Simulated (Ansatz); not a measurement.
**GaP₂H (triplet): wave-function methods side by side, cc-pVDZ**

Aim: climb from Hartree-Fock through coupled cluster for GaP₂H (triplet) at one geometry and basis, and see what each rung misses.

Program: Ansatz 0.2.0, Gaussian basis. Level of theory: cc-pVDZ, core rule «outside noble gas», up to 24 orbitals frozen. These are calculated values, not measurements.

Plan: UHF; CCSD(T) on ROHF; CCSD(T) on UHF; BCCD(T) on ROHF; CISD as a restricted active space (open shells left free, so some higher excitations enter); CCSDT(Q) on ROHF; CCSDT(Q) on UHF.

18 further runs of the same task are left out: 8 that didn't finish, 10 set aside as unsound or not needed. Runs told in other sessions of the task aren't counted.

## (1) The geometry

The geometry is a PBE0/def2-TZVP stationary point (not a proven minimum) of the parent state, kept for this charge and spin. No spin-orbit coupling is included. The filled d shell of Ga may be among the frozen orbitals whatever the setting's name suggests.

4 atoms, charge 0, spin multiplicity 3.

Atoms are counted from 1 here; the program's logs count them from 0.

Bond lengths: Ga1–P2 2.452 Å, P2–P3 1.942 Å, P2–H4 1.608 Å. Angles: Ga1–P2–P3 168.7°, Ga1–P2–H4 53.9°, P3–P2–H4 114.8°.

## (2) UHF

in.yaml

```yaml
crystal:
  periodic: [false, false, false]
  atoms:
    - {symbol: Ga, position_ang: [-0.000007, -0.263635, 2.103509]}
    - {symbol: P, position_ang: [0.000002, -0.446508, -0.341417]}
    - {symbol: P, position_ang: [-0.000010, -0.209151, -2.268564]}
    - {symbol: H, position_ang: [0.000015, 0.919293, 0.506472]}
basis:
  gaussian: {orbitals: cc-pVDZ}
magnetization: {spin_polarized: true, initial_magnetization: 2}
hamiltonian: {xc: hf}
output: {orbitals: {seedname: orbitals}}
```

Command:

```
> ansatz run in.yaml --threads 1 --pin off --events-out ev --progress --plain --max-ram 2393MiB
```

After this run come: CCSD(T) on ROHF; CCSD(T) on UHF; BCCD(T) on ROHF; CISD as a restricted active space (open shells left free, so some higher excitations enter); CCSDT(Q) on ROHF; CCSDT(Q) on UHF.

Q: Predict the results of all the runs planned. Wanted: UCCSDT(Q) from the RHF energy; RMP2 from UCCSDT(Q); UMP2 from UCCSDT(Q); RCCSD from UCCSDT(Q); RCCSD(T) from UCCSDT(Q); UCCSD(T) from UCCSDT(Q); RCCSDT(Q) from UCCSDT(Q); T1 diagnostic.

As calculated:

| quantity | value |
| --- | --- |
| UCCSDT(Q) from the ROHF energy | -8.7962 eV |
| RMP2 from UCCSDT(Q) | +1584.9 meV |
| UMP2 from UCCSDT(Q) | +1631.7 meV |
| RCCSD from UCCSDT(Q) | +486.4 meV |
| RCCSD(T) from UCCSDT(Q) | +90.6 meV |
| UCCSD(T) from UCCSDT(Q) | +92.8 meV |
| RCCSDT(Q) from UCCSDT(Q) | +3.8 meV |
| levels within 1 kcal/mol (43 meV) | RCCSDT, UCCSDT, RCCSDT(Q) |
| T1 diagnostic | 0.046 |

RCCSD(T) lands +90.6 meV from the yardstick (1.0 % of the correlation energy). These misses are within one basis, not against nature; the frozen cores of restricted and unrestricted runs differ, which can shift their rows.
